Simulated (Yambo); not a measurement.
# PbO (Litharge) in Yambo: convergence with bands in self energy

The system is PbO (Litharge).

```
Pb O
1.0
     3.99000    0.00000    0.00000
     0.00000    3.99000    0.00000
     0.00000    0.00000    5.01000
Pb O
2 2
Cartesian
  1.9950 0.0000 3.8076
  0.0000 1.9950 1.2024
  1.9950 1.9950 0.0000
  0.0000 0.0000 0.0000
```

| Item | Value |
| --- | --- |
| Program | Yambo 5.3.0 |
| Task | G0W0 quasiparticle levels |
| Functional | PBE |
| Potentials or basis | PseudoDojo 0.4.1 SR PBE standard |
| Cutoff | 1143 eV |
| Density cutoff | 4572 eV |
| k mesh | 4 × 4 × 4 |
| Occupations | fixed |
| Spin | no spin polarisation |
| k mesh of the self-consistent run | 8 × 8 × 6 |
| Random integration of the Coulomb term | yes |
| Direction of the field or of q to 0 | x + y + z |
| Broadening | 0.1 eV |
| States corrected | Γ and the k points of the band edges |
| Frequency dependence of W | plasmon pole |
| Terminator of the band sum in the self-energy | none |
| Quasiparticle equation | linearised (Newton) |
| Imaginary frequency of the plasmon-pole fit | 27.2114 eV |
| Bands in the response | 120 |
| Bands in the self-energy | 40 |
| Cutoff of the response matrix | 12 Ry |
| Cutoff of exchange and Vxc | 84 Ry |
| Bands corrected (first, last) | [20, 21] |

These are the settings of the first run; the series varies bands in self energy, with any setting tied to it.

| bands in self energy | quasiparticle gap at the points computed (eV) |
| --- | --- |
| 40 | 0.919 |
| 60 | 0.969 |
| 120 | 1.152 |

Not settled before the last step: the quasiparticle gap at the points computed (to 0.05 eV). The tightest run that finished is the yardstick and may itself not be fully converged.

Caveat, for the tightest run too: the potentials hold a filled d shell without the s and p states of that shell, which can shift GW gaps by tenths of an eV, either way; this version prints the column dSc/dw multiplied by 27.2; spin-orbit coupling is left out, which as a rule narrows the gap of such compounds by several tenths of an eV.
